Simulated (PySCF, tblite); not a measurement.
**C₇H₅F₃P₂: geometry, infrared bands and NMR shifts**

What infrared bands and NMR shifts should C₇H₅F₃P₂ (`C=Cc1ccpc(C(F)(F)F)p1`) show?

Computed with tblite 0.8.0 and PySCF 2.14.0, with density-fitted response routines of our own, on a single molecule in the gas phase. Atoms count from 0, in the outputs and in this text.

### 1 The molecule as given

17 atoms, charge 0, multiplicity 1; geometry from: force field or distance geometry start.

Bonds of the start (Å): C0–C1 1.33, C1–C2 1.48, C2–C3 1.41, C3–C4 1.40, C4–P5 1.83, P5–C6 1.85, C6–C7 1.51, C7–F8 1.36, C7–F9 1.37, C7–F10 1.37, C6–P11 1.85, P11–C2 1.84, C0–H12 1.10, C0–H13 1.09, C1–H14 1.10, C3–H15 1.10, C4–H16 1.09.

### 2 Relaxing the molecule with GFN2-xTB

The job: settings as JSON, then the geometry in Å.

```
{"job": {"kind": "relax", "xc": "GFN2-xTB", "basis": "xTB"}, "charge": 0, "multiplicity": 1}
C     -3.332000     0.461300     0.137200
C     -2.107300     0.719500     0.575400
C     -0.861200     0.305800    -0.098600
C     -0.750500    -0.912600    -0.800100
C      0.349700    -1.463200    -1.475500
P      1.954600    -0.610900    -1.708100
C      1.903800     0.357500    -0.127100
C      3.061700     0.387900     0.841300
F      4.013500     1.295100     0.501500
F      2.682400     0.686700     2.120200
F      3.706000    -0.813400     0.932600
P      0.491700     1.549500    -0.003600
H     -4.209200     0.812900     0.708200
H     -3.532000    -0.061700    -0.793800
H     -1.984900     1.287700     1.510300
H     -1.635000    -1.568400    -0.763600
H      0.241600    -2.421800    -1.972300
```

Launch:

```bash
OMP_NUM_THREADS=1 python probes_run.py task.json out
```

One launch serves the whole session: the jobs run in the order shown.

**Question.** This job is followed by: GFN2-xTB harmonic vibrations, gas phase; GIAO PBE0/pcSseg-1 NMR shielding, non-relativistic, gas phase. Predict these results of the whole session: strongest single infrared mode (GFN2-xTB); zero-point energy (GFN2-xTB); ¹³C shifts against TMS (PBE0/pcSseg-1); ¹H shifts against TMS (PBE0/pcSseg-1); ³¹P shifts against H3PO4 (PBE0/pcSseg-1); ¹⁹F shifts against CFCl3 (PBE0/pcSseg-1, means over atoms taken as alike); surface potential, 1st and 99th percentile.

**Answer**, as computed:

```
                                                                 quantity                                                value
                                strongest single infrared mode (GFN2-xTB)                                1200 cm⁻¹, 332 km/mol
                                             zero-point energy (GFN2-xTB)                                        63.5 kcal/mol
                                   ¹³C shifts against TMS (PBE0/pcSseg-1)  204.7, 174.0, 162.5, 147.1, 136.8, 132.7, 119.5 ppm
                                    ¹H shifts against TMS (PBE0/pcSseg-1)                     9.45, 8.96, 7.58, 6.69, 5.91 ppm
                                 ³¹P shifts against H3PO4 (PBE0/pcSseg-1)                                     278.2, 269.4 ppm
¹⁹F shifts against CFCl3 (PBE0/pcSseg-1, means over atoms taken as alike)                                            -63.4 ppm
                                    surface potential, 1st and 99th percentile                                   -0.74 V and 1.43 V
```

Over 54 steps the energy fell by 1.952 eV; of the close pairs, C6–P11 changed most, 1.852 to 1.738 Å. All 45 modes are real, so the xTB geometry is a minimum. The strongest single mode, at 1200 cm⁻¹, moves mainly C7 and C6. Unscaled tight-binding wavenumbers are off by several per cent, some by more. Its intensities can rank the bands wrongly. At PBE0/pcSseg-1: The largest span, 835 ppm, is at P5, where the paramagnetic term is -919 ppm. NICS(1)zz of -22 ppm above the planar ring from C2 marks a diatropic (aromatic) ring current. At PBE0/pcSseg-1, counted by nearest atom on the grid, the HOMO lies on C0 20 %; P5 19 %, the LUMO on P5 33 %; C2 16 %.
